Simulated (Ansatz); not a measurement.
# C₂H₆Cl₂Si: one species, many methods

The task here is to estimate one member of a computed series from the others.

Program: Ansatz 0.2.0, Gaussian basis. Level of theory: functionals in def2-TZVPP, the program's frozen cores in correlated methods. These are calculated values, not measurements.

The runs, in order: PBE-D4, r2SCAN-D4, PBE0-D4, B3LYP-D4, ωB97X-V, ωB97M-V, B2PLYP; CCSD(T)/def2-TZVPP; MP2/def2-QZVPP; extrapolation to the limit.

**The geometry**

All runs share one geometry, relaxed beforehand with PBE0-D4 in a triple-zeta def2 set.

SMILES `C[SiH](Cl)CCl`, 11 atoms, charge 0, spin multiplicity 1.

Atoms are counted from 1 here; the program's logs count them from 0.

Bond lengths: C1–Si2 1.853 Å, C1–H6 1.092 Å, C1–H7 1.092 Å, C1–H8 1.093 Å, Si2–Cl3 2.067 Å, Si2–C4 1.877 Å, Si2–H9 1.481 Å, C4–Cl5 1.788 Å, C4–H10 1.090 Å, C4–H11 1.090 Å. Angles: Si2–C1–H6 110.5°, Si2–C1–H7 110.7°, Si2–C1–H8 110.0°, H6–C1–H7 108.3°, H6–C1–H8 108.6°, H7–C1–H8 108.6°, C1–Si2–Cl3 109.6°, C1–Si2–C4 112.0°, C1–Si2–H9 112.4°, Cl3–Si2–C4 106.3°, Cl3–Si2–H9 107.5°, C4–Si2–H9 108.9°, Si2–C4–Cl5 107.9°, Si2–C4–H10 112.1°, Si2–C4–H11 112.3°, Cl5–C4–H10 107.8°, Cl5–C4–H11 107.9°, H10–C4–H11 108.7°.

As a file:

```xyz
11
charge 0, multiplicity 1
C    -1.3739   -0.4382    0.6508
Si    0.3996    0.0954    0.6019
Cl    1.5850   -1.3648    1.4582
C     1.0194    0.3110   -1.1570
Cl    0.0589    1.6110   -1.9226
H    -1.7095   -0.5562    1.6830
H    -1.5045   -1.3926    0.1359
H    -2.0035    0.3099    0.1635
H     0.6319    1.3525    1.3500
H     2.0675    0.6078   -1.1890
H     0.8946   -0.5929   -1.7539
```

Set-up of the first run:

in.yaml reads:

```yaml
crystal:
  periodic: [false, false, false]
  atoms:
    - {symbol: C, position_ang: [-1.373902, -0.438242, 0.650778]}
    - {symbol: Si, position_ang: [0.399618, 0.095358, 0.601900]}
    - {symbol: Cl, position_ang: [1.585031, -1.364808, 1.458186]}
    - {symbol: C, position_ang: [1.019381, 0.311019, -1.157032]}
    - {symbol: Cl, position_ang: [0.058935, 1.610987, -1.922595]}
    - {symbol: H, position_ang: [-1.709515, -0.556196, 1.683026]}
    - {symbol: H, position_ang: [-1.504545, -1.392607, 0.135914]}
    - {symbol: H, position_ang: [-2.003464, 0.309936, 0.163481]}
    - {symbol: H, position_ang: [0.631851, 1.352532, 1.350038]}
    - {symbol: H, position_ang: [2.067540, 0.607826, -1.188975]}
    - {symbol: H, position_ang: [0.894570, -0.592904, -1.753922]}
basis:
  gaussian: {orbitals: def2-TZVPP}
hamiltonian: {xc: pbe, dispersion: d4}
output: {forces: true, orbitals: {seedname: orbitals}}
```

Command:

```console
$ ansatz run in.yaml --threads 4 --pin off --events-out ev --progress --plain --max-ram 10444MiB
```

Among the steps run: PBE-D4 (GGA); r2SCAN-D4 (meta-GGA); PBE0-D4 (hybrid); B3LYP-D4 (hybrid); ωB97X-V (range-separated); ωB97M-V (range-separated); B2PLYP (double hybrid); CCSD(T) in def2-TZVPP; MP2 in def2-QZVPP.

One table of the session follows, with a row left open; its other results are not shown here.

| method | atomisation energy (eV) |
| --- | --- |
| PBE-D4 | 40.713 |
| r2SCAN-D4 | 40.388 |
| PBE0-D4 | 40.356 |
| B3LYP-D4 | 40.041 |
| ωB97X-V | 40.388 |
| ωB97M-V | 40.417 |
| B2PLYP | 39.638 |
| HF/def2-TZVPP | 30.345 |
| MP2/def2-TZVPP | 39.769 |
| CCSD/def2-TZVPP | ? |
| CCSD(T)/def2-TZVPP | 39.207 |
| MP2/CBS | 40.819 |
| CCSD(T)/CBS | 40.257 |

Estimate the missing values for CCSD/def2-TZVPP.

**Answer.** atomisation energy (eV): 38.665. In the column «atomisation energy (eV)» it lies between HF/def2-TZVPP (30.345) and CCSD(T)/def2-TZVPP (39.207).

Limits of these values: Free atoms (2 C, 1 Si, 2 Cl, 6 H) were run apart at each level; the atomisation energy is their sum less the molecule, without zero-point or spin-orbit terms.
